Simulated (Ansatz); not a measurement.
BH6N2OPSi, SMILES NP1BO[SiH2]N1, a geometry optimisation

Computed with Ansatz 0.2.0 through its Python package.

Interactive session:
```pycon
>>> import itertools
>>> import warnings
>>> import ansatz
>>> from ase.data import atomic_numbers, covalent_radii
>>> import numpy as np
>>> GEOMETRY = """
... N    -0.83050   -1.91720    0.02810
... P    -0.96150   -0.34960    0.96240
... B     0.91970   -0.19800    1.14830
... O     1.78720   -0.02240   -0.07020
... Si    0.72290    1.05550   -0.94790
... N    -0.98590    0.72790   -0.49710
... H    -1.79580   -2.01040   -0.40500
... H    -0.70540   -2.63140    0.69560
... H     1.35260    0.34250    2.18610
... H     1.06210    2.44480   -0.52800
... H     0.90270    0.87560   -2.35450
... H    -1.39120    1.62750   -0.18390
... """
>>> warnings.simplefilter("ignore", ansatz.DeckWarning)
>>> mol = ansatz.Crystal.molecule()
>>> for line in GEOMETRY.strip().splitlines():
...     symbol, *xyz = line.split()
...     mol = mol.atom(symbol, [float(v) for v in xyz])
...
>>> base = mol.calculation()
>>> base = base.basis(gaussian="6-31G*")
>>> base = base.functional("r2SCAN")
>>> symbols = [site.symbol for site in mol.cartesian_sites]
>>> start = np.array([site.position_ang for site in mol.cartesian_sites], dtype=float)
>>> def progress(event):
...     if event["event"] == "relax_step":
...         row = event["data"]
...         print(f"step {row['step']:3d}  E = {row['lagrangian_ev']:.6f} eV  largest force component {row['allowed_force_max_ev_ang']:.4f} eV/A")
...
>>> report = base.relax(force_tolerance=0.005).session().plan().execute(on_event=progress).report
step   1  E = -22962.909163 eV  largest force component 3.5355 eV/A
step   2  E = -22963.596905 eV  largest force component 2.3465 eV/A
step   3  E = -22963.975419 eV  largest force component 1.0816 eV/A
step   4  E = -22964.199488 eV  largest force component 0.7502 eV/A
step   5  E = -22964.343496 eV  largest force component 0.5721 eV/A
step   6  E = -22964.449108 eV  largest force component 0.4366 eV/A
step   7  E = -22964.545860 eV  largest force component 0.3242 eV/A
step   8  E = -22964.605830 eV  largest force component 0.2926 eV/A
step   9  E = -22964.650043 eV  largest force component 0.3663 eV/A
step  10  E = -22964.659261 eV  largest force component 0.5637 eV/A
step  11  E = -22964.671955 eV  largest force component 0.4871 eV/A
step  12  E = -22964.673536 eV  largest force component 0.6358 eV/A
step  13  E = -22964.686152 eV  largest force component 0.1728 eV/A
step  14  E = -22964.640198 eV  largest force component 0.8369 eV/A
step  15  E = -22964.691973 eV  largest force component 0.2645 eV/A
step  16  E = -22964.694342 eV  largest force component 0.3361 eV/A
step  17  E = -22964.694972 eV  largest force component 0.9701 eV/A
step  18  E = -22964.634459 eV  largest force component 1.6470 eV/A
step  19  E = -22964.725424 eV  largest force component 0.2734 eV/A
step  20  E = -22964.742318 eV  largest force component 0.1914 eV/A
step  21  E = -22964.744387 eV  largest force component 0.1467 eV/A
step  22  E = -22964.746254 eV  largest force component 0.0752 eV/A
step  23  E = -22964.746608 eV  largest force component 0.0475 eV/A
step  24  E = -22964.746760 eV  largest force component 0.0098 eV/A
step  25  E = -22964.746774 eV  largest force component 0.0038 eV/A
>>> end = np.array(report["positions_ang"])
>>> for key in ("converged", "free_energy_ev", "reference_energy_ev", "n_frozen", "n_occupied", "n_virtual"):
...     print(f"{key:22s} {report[key]}")
...
converged              True
free_energy_ev         -22964.74678364005
reference_energy_ev    -22964.74678364005
n_frozen               0
n_occupied             [31, 31]
n_virtual              [79, 79]
>>> # pairs closer than 1.2 times the sum of covalent radii, before or after
>>> radius = [covalent_radii[atomic_numbers[s]] for s in symbols]
>>> span = lambda where, i, j: np.linalg.norm(where[i] - where[j])
>>> bonded = [(i, j) for i, j in itertools.combinations(range(len(symbols)), 2) if min(span(start, i, j), span(end, i, j)) < 1.2 * (radius[i] + radius[j])]
>>> print("pair        before    after (A)")
pair        before    after (A)
>>> for i, j in bonded:
...     print(f"{symbols[i]}{i}-{symbols[j]}{j}".ljust(10), f"{span(start, i, j):8.4f} {span(end, i, j):8.4f}")
...
N0-P1        1.8296   1.7191
N0-H6        1.0621   1.0142
N0-H7        0.9855   1.0164
P1-B2        1.8964   1.9586
P1-N5        1.8143   1.7679
B2-O3        1.5060   1.3595
B2-H8        1.2476   1.1988
O3-Si4       1.7507   1.6962
Si4-N5       1.7974   1.7261
Si4-H9       1.4905   1.4874
Si4-H10      1.4294   1.4877
N5-H11       1.0352   1.0135
>>> for first, second in list(itertools.combinations(bonded, 2)):
...     shared = set(first) & set(second)
...     if shared and symbols[(j := shared.pop())] != "H":
...         i, k = sorted((set(first) | set(second)) - {j})
...         u, v = end[i] - end[j], end[k] - end[j]
...         angle = np.degrees(np.arccos(np.clip(u @ v / np.linalg.norm(u) / np.linalg.norm(v), -1, 1)))
...         print(f"final angle {symbols[i]}{i}-{symbols[j]}{j}-{symbols[k]}{k}: {angle:.2f} deg")
...
final angle P1-N0-H6: 114.50 deg
final angle P1-N0-H7: 120.02 deg
final angle N0-P1-B2: 97.97 deg
final angle N0-P1-N5: 110.53 deg
final angle H6-N0-H7: 110.54 deg
final angle B2-P1-N5: 91.10 deg
final angle P1-B2-O3: 115.55 deg
final angle P1-B2-H8: 124.76 deg
final angle P1-N5-Si4: 116.23 deg
final angle P1-N5-H11: 115.86 deg
final angle O3-B2-H8: 119.69 deg
final angle B2-O3-Si4: 116.23 deg
final angle O3-Si4-N5: 100.73 deg
final angle O3-Si4-H9: 110.46 deg
final angle O3-Si4-H10: 106.20 deg
final angle N5-Si4-H9: 113.35 deg
final angle N5-Si4-H10: 116.81 deg
final angle Si4-N5-H11: 122.76 deg
final angle H9-Si4-H10: 108.70 deg
>>> charges = report["charge_distribution"]
>>> print("dipole moment", round(4.803205 * float(np.linalg.norm(charges["dipole_moment_e_ang"])), 3), "D")
dipole moment 2.638 D
>>> print("Mulliken:", [(s, round(q, 3)) for s, q in zip(symbols, charges["mulliken_charges_e"])])
Mulliken: [('N', -0.891), ('P', 0.476), ('B', 0.141), ('O', -0.483), ('Si', 0.797), ('N', -0.889), ('H', 0.352), ('H', 0.342), ('H', -0.01), ('H', -0.097), ('H', -0.102), ('H', 0.365)]
```

These settings explore the input space; basis and method may be short of convergence. The end point is the stationary point reached from this start; no frequency run checks that it is a minimum, and the basis set is modest. Finished in 5 min on 1 thread of Arm Neoverse V1 (shared host), peak memory 0.28 GiB.

(Lines on the test bed's own set-up are left out of the output.)
